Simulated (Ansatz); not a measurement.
# Zr3S2: the cost of one run

Method: DFT PBE, scalar-relativistic, plane waves, PAW, in Ansatz 0.2.0.

1 further run of the same task is left out (set aside as unsound or not needed).

## 1. The system as given

The structure is tetragonal, space group I-4m2 (No. 119). The conventional cell has a = 3.540 Å, b = 3.540 Å, c = 17.331 Å, α = 90.00°, β = 90.00°, γ = 90.00°. Zr (site symmetry 2mm) is surrounded by 3 S at 2.49 to 2.56 Å. Around Zr (site symmetry -4m2) lie 4 S at 2.50 Å. S (site symmetry -4m2) has 4 Zr at 2.56 Å as nearest neighbours. S (site symmetry -4m2) has 6 Zr at 2.49 to 2.50 Å as nearest neighbours.

Coordinates:

```
Zr S
1.0
    -1.77012    1.77012    8.66531
     1.77012   -1.77012    8.66531
     1.77012    1.77012   -8.66531
Zr S
3 2
Cartesian
  0.0000 0.0000 11.1543
  0.0000 0.0000 6.1763
  0.0000 0.0000 0.0000
  0.0000 1.7701 4.3327
  0.0000 0.0000 8.6653
```

It is the end of an earlier relaxation with the same method, from a generated guess; it needn't be the stable form of this composition. At a tolerance of 0.05 Å it has space group I-4m2 (No. 119); it has 21.72 Å³/atom, an uncorrected energy of -1.01 eV/atom over the elements.

## 2. Bands, states and charges

The input, input.yaml:

```yaml
crystal:
  lattice:
    - [-1.7701153141, 1.7701153141, 8.665314797]
    - [1.7701153141, -1.7701153141, 8.665314797]
    - [1.7701153141, 1.7701153141, -8.665314797]
  atoms:
    - { symbol: Zr, position: [0.6436179055, 0.6436179055, 0.0] }
    - { symbol: Zr, position: [0.3563820945, 0.3563820945, 0.0] }
    - { symbol: Zr, position: [0.0, 0.0, 0.0] }
    - { symbol: S, position: [0.75, 0.25, 0.5] }
    - { symbol: S, position: [0.5, 0.5, 0.0] }
basis:
  ecutwfc: 420
kpoints:
  mp_grid: { grid: [14, 14, 14] }
  band_path:
    path:
      - [[0.0, 0.0, 0.0], [0.0, 0.0, 0.5], [0.25, 0.25, 0.25], [0.0, 0.5, 0.0], [0.0, 0.0, 0.0], [0.5, 0.5, -0.5], [0.26043216, 0.73956784, -0.26043216]]
      - [[-0.26043216, 0.26043216, 0.26043216], [0.0, 0.0, 0.0]]
      - [[0.0, 0.0, 0.5], [-0.02086433, 0.02086433, 0.5]]
      - [[0.5, 0.5, -0.02086433], [0.5, 0.5, -0.5]]
    npoints: 14
hamiltonian:
  xc: pbe
scf:
  occupations: { method: gaussian, width: 0.1 }
  n_extra_bands: 12
output:
  forces: true
  stress: true
  eigenvalues: true
  populations: true
  dos: { projected: true, de: 0.02, nscf_kmesh: { grid: [17, 17, 17] } }
  bader: true
  write_density: true
  write_potential: true
  elf: true
  volumetric_format: npy
```

Launch:

```sh
> ansatz run input.yaml --threads 1 --pin off --max-ram 2560MiB --backend cpu --events-out ev --progress --plain --runs-dir out
```

**Question.** How long does this run take on 1 thread of Intel Xeon at 2.70GHz, shared host, and how much memory does it need?

About 4.3 min, with a peak of 1.2 GiB.
